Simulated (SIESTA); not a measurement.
The system is Ta4N5.

```
Ta N
1.0
    -3.43627    3.43627    2.13748
     3.43627   -3.43627    2.13748
     3.43627    3.43627   -2.13748
Ta N
4 5
Direct
  0.78282 0.39458 0.17740
  0.39458 0.21718 0.61175
  0.60542 0.78282 0.38825
  0.21718 0.60542 0.82260
  0.90847 0.69096 0.59943
  0.69096 0.09153 0.78249
  0.30904 0.90847 0.21751
  0.09153 0.30904 0.40057
  0.50000 0.50000 0.00000
```

The cell comes from a database or a generator and needn't be the stable form of this composition.

| Property | Result |
| --- | --- |
| Program | SIESTA 5.4.2 |
| Task | single point |
| Functional | PBEsol |
| Potentials or basis | PseudoDojo 0.4 standard (PBEsol files) |
| Basis | DZP (energy shift 0.003 Ry; two zetas on semicore shells) |
| Grid cutoff | 800 Ry |
| Energy shift | 0.003 Ry |
| k mesh | 7 × 7 × 7 |
| Occupations | fermi-dirac, width 0.05 eV |
| Spin | no spin polarisation |

On this cell: pressure 0.2 GPa; largest force 0.303 eV/Å; band gap on the k mesh none (metal or under the smearing width).

The same run follows on a disturbed copy (atoms moved at random, drawn with an rms of 0.05 Å):

```
Ta N
1.0
    -3.43627    3.43627    2.13748
     3.43627   -3.43627    2.13748
     3.43627    3.43627   -2.13748
Ta N
4 5
Direct
  0.78702 0.39649 0.17552
  0.39546 0.21427 0.60764
  0.60332 0.78008 0.39528
  0.22290 0.60685 0.82864
  0.89787 0.67941 0.60427
  0.70144 0.09704 0.78850
  0.31254 0.90840 0.21155
  0.09481 0.31033 0.39866
  0.51450 0.51399 0.01334
```

**Question.** What changes?

**Answer.** The energy (extrapolated to zero smearing) moves by +11.2 meV/atom; pressure 0.1 GPa; largest force 1.302 eV/Å; band gap on the k mesh none (metal or under the smearing width).

Forces on the atoms (eV/Å):
```
Ta   0.438  0.322 -0.150
Ta   0.361  0.345 -0.498
Ta   0.283  0.078  0.572
Ta  -0.583 -0.253  0.204
N    0.068  0.029  0.992
N   -0.178  0.087 -0.317
N    0.700 -0.014 -0.206
N   -0.031  0.134 -0.390
N   -1.058 -0.729 -0.210
```

Stress tensor (GPa, compression positive):
```
-0.50 -0.32 -0.07
-0.32 -0.08  0.00
-0.07  0.00  0.91
```

Caveats: short orbitals over semicore shells can move pressures by several GPa; the basis of atomic orbitals isn't converged, which shifts pressures, moduli and gaps.
